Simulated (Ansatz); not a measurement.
# CH4Cl2SSn: ionisation energy by level of theory

The task here is to estimate one member of a computed series from the others.

The runs use Ansatz 0.2.0, Gaussian basis; unrestricted cation, the program's frozen cores in correlated methods.

Plan: UKS PBE-D4/def2-TZVPP; UKS r2SCAN-D4/def2-TZVPP; UKS PBE0-D4/def2-TZVPP; UKS B3LYP-D4/def2-TZVPP; UKS wB97X-V/def2-TZVPP; UKS wB97M-V/def2-TZVPP; then −ε(HOMO) from the neutral's earlier runs with LDA (SPW92), PBE-D4, revPBE-D4, BLYP-D4, r2SCAN-D4, B97M-V, PBE0-D4, B3LYP-D4, r2SCANh-D4, r2SCAN0-D4, HSE06-D4, BHLYP-D4, CAM-B3LYP-D4, LC-ωPBE, ωB97X-V, ωB97M-V.

## Structure used throughout

An earlier PBE0-D4 in a triple-zeta def2 set relaxation fixed the geometry. Sn takes the def2 core potential; no spin-orbit term is included.

SMILES `C[S][SnH]([Cl])[Cl]`, 9 atoms, charge 0, spin multiplicity 1.

Atoms are counted from 1 here; the program's logs count them from 0.

Bond lengths: C1–S2 1.819 Å, C1–H6 1.089 Å, C1–H7 1.090 Å, C1–H8 1.089 Å, S2–Sn3 2.361 Å, Sn3–Cl4 2.322 Å, Sn3–Cl5 2.322 Å, Sn3–H9 1.695 Å. Angles: S2–C1–H6 111.1°, S2–C1–H7 105.8°, S2–C1–H8 111.1°, H6–C1–H7 109.2°, H6–C1–H8 110.5°, H7–C1–H8 109.2°, C1–S2–Sn3 98.9°, S2–Sn3–Cl4 108.6°, S2–Sn3–Cl5 108.6°, S2–Sn3–H9 115.4°, Cl4–Sn3–Cl5 103.8°, Cl4–Sn3–H9 109.9°, Cl5–Sn3–H9 109.9°.

As a file:

```csv
atom,x (Å),y (Å),z (Å)
C1,0.91335,-1.11277,-0.76932
S2,0.81215,-0.81068,1.02154
Sn3,-0.74732,0.96208,1.00570
Cl4,-2.66724,0.25104,-0.09021
Cl5,0.07094,2.65543,-0.35656
H6,1.28544,-0.23400,-1.29401
H7,1.62370,-1.92998,-0.89211
H8,-0.05278,-1.41575,-1.17030
H9,-1.14983,1.58843,2.52817
```

The first run:

in.yaml

```yaml
crystal:
  periodic: [false, false, false]
  atoms:
    - {symbol: C, position_ang: [0.913347, -1.112771, -0.769320]}
    - {symbol: S, position_ang: [0.812149, -0.810680, 1.021538]}
    - {symbol: Sn, position_ang: [-0.747323, 0.962085, 1.005700]}
    - {symbol: Cl, position_ang: [-2.667236, 0.251040, -0.090211]}
    - {symbol: Cl, position_ang: [0.070939, 2.655432, -0.356556]}
    - {symbol: H, position_ang: [1.285437, -0.234005, -1.294015]}
    - {symbol: H, position_ang: [1.623702, -1.929981, -0.892108]}
    - {symbol: H, position_ang: [-0.052780, -1.415750, -1.170300]}
    - {symbol: H, position_ang: [-1.149834, 1.588430, 2.528173]}
basis:
  gaussian: {orbitals: def2-TZVPP}
total_charge: 1
magnetization: {spin_polarized: true, initial_magnetization: 1}
hamiltonian: {xc: pbe, dispersion: d4}
```

Started as:

```
$ ansatz run in.yaml --threads 2 --pin off --events-out ev --progress --plain --max-ram 32768MiB --backend cpu
```

Among the steps run: Cation, UKS PBE-D4/def2-TZVPP; Cation, UKS r2SCAN-D4/def2-TZVPP; Cation, UKS PBE0-D4/def2-TZVPP; Cation, UKS B3LYP-D4/def2-TZVPP; Cation, UKS wB97X-V/def2-TZVPP; Cation, UKS wB97M-V/def2-TZVPP.

One of the session's tables, all rows but one given; the rest of the session is left out.

It belongs to the step «Ionisation energies side by side». For comparison, −ε(HOMO) of the neutral from earlier runs:

| functional | −ε(HOMO) (eV) |
| --- | --- |
| LDA (SPW92) | 6.40 |
| PBE-D4 | 6.29 |
| revPBE-D4 | 6.24 |
| BLYP-D4 | 6.13 |
| r2SCAN-D4 | 6.57 |
| B97M-V | ? |
| PBE0-D4 | 7.52 |
| B3LYP-D4 | 7.28 |
| r2SCANh-D4 | 7.02 |
| r2SCAN0-D4 | 7.70 |
| HSE06-D4 | 7.12 |
| BHLYP-D4 | 8.62 |
| CAM-B3LYP-D4 | 8.85 |
| LC-ωPBE | 10.25 |
| ωB97X-V | 9.89 |
| ωB97M-V | 9.71 |

Estimate the missing values for B97M-V.

As computed: −ε(HOMO) (eV): 6.66. In the column «−ε(HOMO) (eV)» it lies between r2SCAN-D4 (6.57) and r2SCANh-D4 (7.02).
